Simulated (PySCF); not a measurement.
# C2H6OSi2: the cost of one run

Programs: PySCF 2.14.0, with density-fitted response routines of our own. Each step states its level of theory. These are calculated values for one molecule in the gas phase, unless marked as measured. Atoms count from 0, in the outputs and in this text.

### 1 The starting structure

11 atoms, charge 0, multiplicity 1; geometry from: GFN2-xTB. The atoms were then displaced at random by about 0.01 Å, so the start is not that level's minimum.

Bonds of the start (Å): O0–Si1 1.61, Si1–C2 1.84, C2–C3 1.26, C3–Si4 1.81, O0–H5 0.94, Si1–H6 1.45, Si1–H7 1.45, Si4–H8 1.50, Si4–H9 1.46, Si4–H10 1.45.

### 2 Optimising the geometry at PBE0-D3(BJ)/def2-SVP

The job: settings as JSON, then the geometry in Å.

```
{"job": {"xc": "PBE0", "basis": "def2-SVP", "d3": "d3bj", "grid": 1, "shake": 0.01, "kind": "geom"}, "charge": 0, "multiplicity": 1}
O     -2.866740     0.716030     0.643170
Si    -2.136250    -0.027640    -0.585500
C     -0.317190    -0.058300    -0.305320
C      0.929500    -0.079820    -0.095230
Si     2.713640    -0.118340     0.216140
H     -2.755250     0.506580     1.548480
H     -2.470950     0.810950    -1.722290
H     -2.559940    -1.412540    -0.685450
H      2.961610     0.533110     1.542450
H      3.156920    -1.511150     0.268710
H      3.382760     0.615300    -0.840810
```

Launch:

```sh
$ OMP_NUM_THREADS=1 python probes_run.py task.json out
```

The driver reads the jobs from task.json and runs them one after another.

**Question.** How long does this first job take on 1 thread of Arm Neoverse V1, shared host, and how much memory does it need?

About 30 s, with a peak of 0.49 GiB.
